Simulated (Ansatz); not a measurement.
The system is CuSn3.

```xyz
4
Lattice="-2.2399 2.2399 4.8707 2.2399 -2.2399 4.8707 2.2399 2.2399 -4.8707" Properties=species:S:1:pos:R:3 pbc="T T T"
Sn    0.0000    0.0000    4.8707
Sn    2.2399    0.0000    2.4354
Sn    0.0000    2.2399    2.4354
Cu    0.0000    0.0000    0.0000
```

The cell comes from a database or a generator and needn't be the stable form of this composition.

| Property | Result |
| --- | --- |
| Program | Ansatz 0.2.0 |
| Task | single point |
| Functional | PBE |
| Potentials or basis | Ansatz PAW |
| Cutoff | 420 eV (not typed: the program's choice for these potentials) |
| k mesh | 8 × 8 × 8 |
| Occupations | fermi-dirac, width 0.05 eV |
| Spin | no spin polarisation |

On this cell: pressure -1.0 GPa; largest force under 0.003 eV/Å; band gap on the k mesh none (metal or under the smearing width).

The same run follows on a disturbed copy (atoms moved at random, drawn with an rms of 0.05 Å):

```
Sn Cu
1.0
    -2.23990    2.23990    4.87070
     2.23990   -2.23990    4.87070
     2.23990    2.23990   -4.87070
Sn Cu
3 1
Direct
  0.51647 0.50663 0.02347
  0.25575 0.74406 0.49761
  0.75240 0.24534 0.49534
  0.01581 0.99830 0.00891
```

What changes?

The energy (extrapolated to zero smearing) moves by +0.9 meV/atom; pressure -1.0 GPa; largest force 0.097 eV/Å; band gap on the k mesh none (metal or under the smearing width).

Forces on the atoms (eV/Å):
```
Sn  -0.058 -0.059  0.050
Sn   0.040 -0.024 -0.028
Sn   0.010  0.055 -0.028
Cu   0.009  0.027  0.007
```

Stress tensor (GPa, compression positive):
```
-0.86 -0.02 -0.04
-0.02 -0.85 -0.09
-0.04 -0.09 -1.20
```
